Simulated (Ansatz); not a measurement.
Input of an Ansatz 0.2.0 run:

File input.yaml:

```yaml
crystal:
  lattice:
    - [1.4176001398, 0.8184518223, 11.4952655238]
    - [-1.4176001398, 0.8184518223, 11.4952655238]
    - [0.0, -1.6369036446, 11.4952655238]
  atoms:
    - { symbol: Pd, position: [0.600621, 0.600621, 0.600621] }
    - { symbol: Pd, position: [0.199916, 0.199916, 0.199916] }
    - { symbol: Pd, position: [0.800084, 0.800084, 0.800084] }
    - { symbol: Pd, position: [0.399379, 0.399379, 0.399379] }
    - { symbol: Nb, position: [0.0, 0.0, 0.0] }
hamiltonian:
  xc: pbesol
  pseudopotentials: { kind: nc, accuracy: stringent }
kpoints:
  mp_grid: { grid: [11, 11, 11] }
scf:
  occupations: { method: fermi_dirac, width: 0.05 }
output:
  forces: true
  stress: true
  eigenvalues: true
relax:
  f_tol: 0.01
  max_steps: 40
  cell: { stress_tol: 0.05 }
```

Potentials or basis: PseudoDojo stringent (PBEsol files).

The run is started by

```console
$ ansatz run input.yaml --threads 2 --pin off --max-ram 5632MiB --backend cpu --events-out ev --progress --plain --runs-dir out
```

**Question.** Predict the band gap on the k mesh.

**Answer.** None (metal or under the smearing width).

**Question.** Estimate the relaxed cell.

**Answer.** a = 11.419 Å, b = 11.419 Å, c = 11.419 Å, α = 13.96°, β = 13.96°, γ = 13.96°.

Forces on the atoms (eV/Å):
```
Pd   0.000  0.000 -0.002
Pd   0.000  0.000  0.001
Pd   0.000  0.000 -0.001
Pd   0.000  0.000  0.002
Nb   0.000  0.000  0.000
```

Caveat: the plane-wave basis is chosen anew once the cell has moved, so the energies of steps on either side of that aren't comparable.
